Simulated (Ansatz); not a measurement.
# Os: the cost of one run

Program: Ansatz 0.2.0. Level of theory: DFT PBE, scalar-relativistic, plane waves, PAW. These are calculated values, not measurements.

3 further runs of the same task are left out: 3 set aside as unsound or not needed.

**1. The system as given**

The structure is trigonal, space group P-3m1 (No. 164). The conventional cell has a = 2.753 Å, b = 2.753 Å, c = 25.877 Å, α = 90.00°, β = 90.00°, γ = 120.00°. Os (site symmetry 3m) has 9 Os at 2.63 to 2.75 Å as nearest neighbours. Os (site symmetry 3m) has 12 Os at 2.63 to 2.75 Å as nearest neighbours. Around Os (site symmetry 3m) lie 12 Os at 2.69 to 2.75 Å.

Coordinates:

```
Os
1.0
     2.75283    0.00000    0.00000
    -1.37642    2.38402    0.00000
     0.00000    0.00000   25.87741
Os
6
Direct
  0.33333 0.66667 0.29259
  0.66667 0.33333 0.37338
  0.33333 0.66667 0.45715
  0.66667 0.33333 0.54285
  0.33333 0.66667 0.62662
  0.66667 0.33333 0.70741
```

Planes are indexed in the bulk's conventional cell (P6_3/mmc (No. 194)), a = 2.753 Å, b = 2.753 Å, c = 4.351 Å, α = 90.00°, β = 90.00°, γ = 120.00°.

As cut, it was a (001) slab, 10.9 Å thick as cut, with 15 Å of vacuum; its outer planes are Os (top) and Os (bottom); it was relaxed in an earlier run.

**2. Bands of the relaxed slab**

A dipole layer in the vacuum cancels the field that periodic copies would set up if the slab's two faces differ.

Contents of input.yaml:

```yaml
crystal:
  lattice:
    - [2.7528310567, 0.0, 0.0]
    - [-1.3764155284, 2.3840216275, 0.0]
    - [0.0, 0.0, 25.8774140833]
  atoms:
    - { symbol: Os, position: [0.3333333333, 0.6666666667, 0.2925936545] }
    - { symbol: Os, position: [0.6666666667, 0.3333333333, 0.3733767159] }
    - { symbol: Os, position: [0.3333333333, 0.6666666667, 0.4571518702] }
    - { symbol: Os, position: [0.6666666667, 0.3333333333, 0.5428481299] }
    - { symbol: Os, position: [0.3333333333, 0.6666666667, 0.6266232839] }
    - { symbol: Os, position: [0.6666666667, 0.3333333333, 0.7074063456] }
basis:
  ecutwfc: 420
kpoints:
  mp_grid: { grid: [15, 15, 1] }
  band_path:
    path:
      - [0.5, 0, 0]
      - [0, 0, 0]
      - [0.3333333333333, 0.3333333333333, 0]
      - [0.5, 0, 0]
    npoints: 12
hamiltonian:
  xc: pbe
scf:
  occupations: { method: gaussian, width: 0.1 }
  n_extra_bands: 18
output:
  forces: true
  eigenvalues: true
  populations: true
  fatbands: true
  write_density: true
  write_potential: true
  elf: true
  volumetric_format: npy
efield:
  axis: 3
  dipole_correction: true
  ramp_width: 0.04
```

Launch:

```bash
$ ansatz run input.yaml --threads 2 --pin off --max-ram 5632MiB --backend cpu --events-out ev --progress --plain --runs-dir out
```

Q: Estimate wall time and peak memory on 2 threads of Arm Neoverse V1, shared host.

About 47 s, with a peak of 0.62 GiB.
